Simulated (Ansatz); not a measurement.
# CH2AlClFN: a ladder of functionals and wavefunction methods

One table from this session's results is given with a row withheld; the runs are named, their logs left out.

Computed with Ansatz 0.2.0, Gaussian basis. Level: functionals in def2-TZVPP, the program's frozen cores in correlated methods.

Plan: LDA (SPW92), PBE-D4, revPBE-D4, BLYP-D4, r2SCAN-D4, B97M-V, PBE0-D4, B3LYP-D4, r2SCANh-D4, r2SCAN0-D4, HSE06-D4, BHLYP-D4, CAM-B3LYP-D4, LC-ωPBE, ωB97X-V, ωB97M-V, B2PLYP, PBE-QIDH; CCSD(T)/def2-SVP; CCSD(T)/def2-TZVPP; MP2/def2-QZVPP; extrapolation to the limit; RPA on PBE.

### Structure used throughout

An earlier PBE0-D4 in a triple-zeta def2 set relaxation fixed the geometry.

SMILES `N=[C](Cl)[AlH][F]`, 7 atoms, charge 0, spin multiplicity 1.

Atoms are counted from 1 here; the program's logs count them from 0.

Bond lengths: N1–C2 1.253 Å, N1–H6 1.022 Å, C2–Cl3 1.780 Å, C2–Al4 1.970 Å, Al4–F5 1.643 Å, Al4–H7 1.566 Å. Angles: C2–N1–H6 114.9°, N1–C2–Cl3 122.7°, N1–C2–Al4 117.7°, Cl3–C2–Al4 119.7°, C2–Al4–F5 117.5°, C2–Al4–H7 122.4°, F5–Al4–H7 120.1°.

As a file:

```xyz
7
CH2AlClFN
N     0.9510   -0.9488    0.8837
C    -0.0762   -0.3133    0.5487
Cl   -1.5620   -0.3037    1.5290
Al   -0.0137    0.7028   -1.1384
F    -1.3957    1.4453   -1.6271
H     0.8711   -1.4648    1.7628
H     1.2867    0.8144   -2.0044
```

The first run:

in.yaml reads:

```yaml
crystal:
  periodic: [false, false, false]
  atoms:
    - {symbol: N, position_ang: [0.950957, -0.948755, 0.883738]}
    - {symbol: C, position_ang: [-0.076212, -0.313272, 0.548699]}
    - {symbol: Cl, position_ang: [-1.562004, -0.303738, 1.528962]}
    - {symbol: Al, position_ang: [-0.013660, 0.702800, -1.138358]}
    - {symbol: F, position_ang: [-1.395679, 1.445310, -1.627141]}
    - {symbol: H, position_ang: [0.871063, -1.464782, 1.762798]}
    - {symbol: H, position_ang: [1.286735, 0.814436, -2.004398]}
basis:
  gaussian: {orbitals: def2-TZVPP}
hamiltonian: {xc: lda}
output: {orbitals: {seedname: orbitals}}
```

Launch:

```sh
$ ansatz run in.yaml --threads 2 --pin off --events-out ev --progress --plain --max-ram 4352MiB
```

Steps of the session up to this table: LDA; PBE-D4 (GGA); revPBE-D4 (GGA); BLYP-D4 (GGA); r2SCAN-D4 (meta-GGA); B97M-V (meta-GGA); B3LYP-D4 (hybrid); r2SCANh-D4 (hybrid); r2SCAN0-D4 (hybrid); HSE06-D4 (hybrid); BHLYP-D4 (hybrid); CAM-B3LYP-D4 (range-separated); LC-ωPBE (range-separated); ωB97X-V (range-separated); ωB97M-V (range-separated); B2PLYP (double hybrid); PBE-QIDH (double hybrid).

One of the session's tables, all rows but one given; the rest of the session is left out.

It belongs to the step «Orbital energies across the functionals». 

| functional | HOMO (eV) | LUMO (eV) | gap (eV) |
| --- | --- | --- | --- |
| LDA (SPW92) | -6.93 | -3.23 | 3.70 |
| PBE-D4 | -6.80 | -2.96 | 3.84 |
| revPBE-D4 | ? | ? | ? |
| BLYP-D4 | -6.68 | -2.84 | 3.84 |
| r2SCAN-D4 | -7.12 | -2.80 | 4.31 |
| B97M-V | -7.27 | -2.83 | 4.44 |
| PBE0-D4 | -8.16 | -2.09 | 6.07 |
| B3LYP-D4 | -7.93 | -2.32 | 5.62 |
| r2SCANh-D4 | -7.62 | -2.47 | 5.14 |
| r2SCAN0-D4 | -8.37 | -1.99 | 6.38 |
| HSE06-D4 | -7.76 | -2.47 | 5.29 |
| BHLYP-D4 | -9.43 | -1.20 | 8.23 |
| CAM-B3LYP-D4 | -9.50 | -1.06 | 8.44 |
| LC-ωPBE | -10.78 | 0.10 | 10.89 |
| ωB97X-V | -10.48 | -0.01 | 10.47 |
| ωB97M-V | -10.34 | -0.21 | 10.13 |

Q: Estimate the row for revPBE-D4 from the others.

The run gave: HOMO (eV): -6.75; LUMO (eV): -2.86; gap (eV): 3.89. In the column «HOMO (eV)» it lies between PBE-D4 (-6.80) and BLYP-D4 (-6.68).
